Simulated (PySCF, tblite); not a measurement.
# C2H11GeNSi: geometry, infrared bands and NMR shifts

What infrared bands and NMR shifts should C2H11GeNSi (`C[N](C)[GeH2][SiH3]`) show?

Programs: tblite 0.8.0 and PySCF 2.14.0, with density-fitted response routines of our own. Each step states its level of theory. These are calculated values for one molecule in the gas phase, unless marked as measured. Atoms count from 0, in the outputs and in this text.

## 1. The molecule as given

16 atoms, charge 0, multiplicity 1; geometry from: force field or distance geometry start.

Bonds of the start (Å): C0–N1 1.40, N1–C2 1.41, N1–Ge3 1.81, Ge3–Si4 2.34, C0–H5 1.12, C0–H6 1.11, C0–H7 1.12, C2–H8 1.12, C2–H9 1.12, C2–H10 1.11, Ge3–H11 1.55, Ge3–H12 1.53, Si4–H13 1.49, Si4–H14 1.45, Si4–H15 1.47.

## 2. Relaxing the molecule with GFN2-xTB

Job settings and geometry (Å):

```
{"job": {"kind": "relax", "xc": "GFN2-xTB", "basis": "xTB"}, "charge": 0, "multiplicity": 1}
C     -1.699200     1.137700    -0.276700
N     -0.816000     0.071400    -0.069100
C     -1.302700    -1.136900     0.478500
Ge     0.774800     0.068400    -0.931500
Si     2.492600    -0.107800     0.648400
H     -1.486000     1.920400     0.489900
H     -2.775300     0.884200    -0.321600
H     -1.456400     1.617200    -1.256200
H     -1.419400    -1.017800     1.583300
H     -2.314700    -1.457400     0.110900
H     -0.613200    -1.991500     0.340700
H      0.974500     1.461800    -1.573900
H      0.941700    -0.997200    -2.018000
H      3.602400    -0.813600    -0.050400
H      2.070300    -0.844200     1.821000
H      3.018900     1.214100     1.013200
```

Run with:

```sh
OMP_NUM_THREADS=1 python probes_run.py task.json out
```

One launch serves the whole session: the jobs run in the order shown.

**Question.** This job is followed by: GFN2-xTB harmonic vibrations, gas phase; GIAO PBE0/pcSseg-1 NMR shielding, non-relativistic, gas phase. What will the session give for the following? strongest single infrared mode (GFN2-xTB); zero-point energy (GFN2-xTB); ¹³C shifts against TMS (PBE0/pcSseg-1, means over atoms taken as alike); ¹H shifts against TMS (PBE0/pcSseg-1, means over atoms taken as alike); ¹⁵N shifts against NH3 (PBE0/pcSseg-1); ⁷³Ge shifts against GeMe4 (PBE0/pcSseg-1); ²⁹Si shifts against TMS (PBE0/pcSseg-1).

As calculated:

| quantity | value |
| --- | --- |
| strongest single infrared mode (GFN2-xTB) | 677 cm⁻¹, 631 km/mol |
| zero-point energy (GFN2-xTB) | 73.9 kcal/mol |
| ¹³C shifts against TMS (PBE0/pcSseg-1, means over atoms taken as alike) | 45.5 ppm |
| ¹H shifts against TMS (PBE0/pcSseg-1, means over atoms taken as alike) | 4.71, 3.47, 2.55 ppm |
| ¹⁵N shifts against NH3 (PBE0/pcSseg-1) | 18.2 ppm |
| ⁷³Ge shifts against GeMe4 (PBE0/pcSseg-1) | -110 ppm |
| ²⁹Si shifts against TMS (PBE0/pcSseg-1) | -128.4 ppm |

The optimisation took 117 steps and gained 0.536 eV; among the close pairs (by a distance rule), C0–N1 changed most, from 1.400 to 1.445 Å. The lowest mode is slightly imaginary (20i cm⁻¹), a soft motion within the noise of the Hessian, so the minimum is not strictly shown. The strongest single mode, at 677 cm⁻¹, moves mainly H12. GFN2-xTB is a fitted tight-binding method: band positions and strengths are rough. Its intensities can rank the bands wrongly. At PBE0/pcSseg-1: Shielding is most anisotropic at Ge3 (span 386 ppm, paramagnetic term -1319 ppm). Spin-orbit coupling is left out, which matters for shieldings and couplings at and beside the heavy atoms.
